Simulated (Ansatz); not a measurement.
# C4H10Sn: vertical ionisation energy

How much energy removes an electron from C4H10Sn at fixed geometry? The cation is run at each level and the neutral's energy taken from earlier runs.

Computed with Ansatz 0.2.0, Gaussian basis. Level: unrestricted cation, the program's frozen cores in correlated methods.

Levels to be run: UKS PBE-D4/def2-TZVPP; UKS r2SCAN-D4/def2-TZVPP; UKS PBE0-D4/def2-TZVPP; UKS B3LYP-D4/def2-TZVPP; UKS wB97X-V/def2-TZVPP; UKS wB97M-V/def2-TZVPP; UKS B2PLYP/def2-TZVPP; UHF-CCSD(T)/def2-TZVPP; UHF-MP2/def2-QZVPP; extrapolation to the limit; then −ε(HOMO) from the neutral's earlier runs with LDA (SPW92), PBE-D4, revPBE-D4, BLYP-D4, r2SCAN-D4, B97M-V, PBE0-D4, B3LYP-D4, r2SCANh-D4, r2SCAN0-D4, HSE06-D4, BHLYP-D4, CAM-B3LYP-D4, LC-ωPBE, ωB97X-V, ωB97M-V.

## (1) The relaxed structure

The geometry comes from an earlier relaxation with PBE0-D4/def2-TZVP; it is a stationary point, not always the lowest conformer. Sn takes the def2 core potential; no spin-orbit term is included.

15 atoms, charge 0, spin multiplicity 1.

Atoms are counted from 1 here; the program's logs count them from 0.

Bond lengths: C1–C2 1.524 Å, C1–H6 1.095 Å, C1–H7 1.095 Å, C1–H8 1.093 Å, C2–Sn3 2.205 Å, C2–H9 1.093 Å, C2–H10 1.097 Å, Sn3–C4 2.206 Å, C4–C5 1.524 Å, C4–H11 1.093 Å, C4–H12 1.098 Å, C5–H13 1.095 Å, C5–H14 1.095 Å, C5–H15 1.093 Å. Angles: C2–C1–H6 111.9°, C2–C1–H7 112.1°, C2–C1–H8 111.8°, H6–C1–H7 106.6°, H6–C1–H8 107.0°, H7–C1–H8 107.1°, C1–C2–Sn3 113.5°, C1–C2–H9 110.8°, C1–C2–H10 110.4°, Sn3–C2–H9 108.3°, Sn3–C2–H10 107.1°, H9–C2–H10 106.5°, C2–Sn3–C4 94.7°, Sn3–C4–C5 114.8°, Sn3–C4–H11 108.0°, Sn3–C4–H12 106.2°, C5–C4–H11 110.9°, C5–C4–H12 110.4° and more.

## (2) Cation, UKS PBE-D4/def2-TZVPP

File in.yaml:

```yaml
crystal:
  periodic: [false, false, false]
  atoms:
    - {symbol: C, position_ang: [-0.533149, 0.482616, 1.816291]}
    - {symbol: C, position_ang: [0.919991, 0.482546, 1.355648]}
    - {symbol: Sn, position_ang: [1.505017, -1.360030, 0.294954]}
    - {symbol: C, position_ang: [-0.091429, -1.211453, -1.219631]}
    - {symbol: C, position_ang: [-0.177531, 0.135041, -1.927293]}
    - {symbol: H, position_ang: [-0.746573, -0.348856, 2.495994]}
    - {symbol: H, position_ang: [-0.794010, 1.400306, 2.354333]}
    - {symbol: H, position_ang: [-1.225879, 0.394566, 0.975252]}
    - {symbol: H, position_ang: [1.596248, 0.619018, 2.203623]}
    - {symbol: H, position_ang: [1.105226, 1.320485, 0.672160]}
    - {symbol: H, position_ang: [0.050474, -2.021724, -1.939876]}
    - {symbol: H, position_ang: [-1.031454, -1.428919, -0.695571]}
    - {symbol: H, position_ang: [0.749580, 0.378361, -2.456146]}
    - {symbol: H, position_ang: [-0.978601, 0.156181, -2.674019]}
    - {symbol: H, position_ang: [-0.369810, 0.951162, -1.226317]}
basis:
  gaussian: {orbitals: def2-TZVPP}
total_charge: 1
magnetization: {spin_polarized: true, initial_magnetization: 1}
hamiltonian: {xc: pbe, dispersion: d4}
```

Launch:

```sh
$ ansatz run in.yaml --threads 2 --pin off --events-out ev --progress --plain --max-ram 20480MiB --backend cuda --devices 0, --max-vram 18GiB
```

Further steps of the session: Cation, UKS r2SCAN-D4/def2-TZVPP; Cation, UKS PBE0-D4/def2-TZVPP; Cation, UKS B3LYP-D4/def2-TZVPP; Cation, UKS wB97X-V/def2-TZVPP; Cation, UKS wB97M-V/def2-TZVPP; Cation, UKS B2PLYP (frozen core)/def2-TZVPP; Cation, UHF-CCSD(T)/def2-TZVPP; Cation, UHF-MP2/def2-QZVPP.

Before running them: what should the planned runs give, taken together? Wanted: ionisation energy, CCSD(T)/CBS; nearest functional by difference; nearest −ε(HOMO); −ε(HOMO) of PBE; T1 of the cation.

The runs gave:

```
                        quantity                value
  ionisation energy, CCSD(T)/CBS              7.83 eV
nearest functional by difference  B3LYP-D4 (-0.18 eV)
                nearest −ε(HOMO)   ωB97X-V (-0.03 eV)
                 −ε(HOMO) of PBE              4.75 eV
                T1 of the cation                0.015
```

By cation minus neutral, the functionals miss by 0.39 eV at most. The PBE orbital energy is 3.1 eV too small: a semilocal HOMO is no ionisation energy. Among orbital estimates ωB97X-V comes nearest. Hartree-Fock falls 1.10 eV short, as the neutral has more correlation energy than the cation. The cation may have settled in a state other than its lowest; no search over hole states beyond the program's own was made. Correlated methods include outer-core shells of Sn, which these sets cover unevenly. With outer-core shells in play the reference is unsure by up to some tenths of an eV, so close misses can't be ranked.
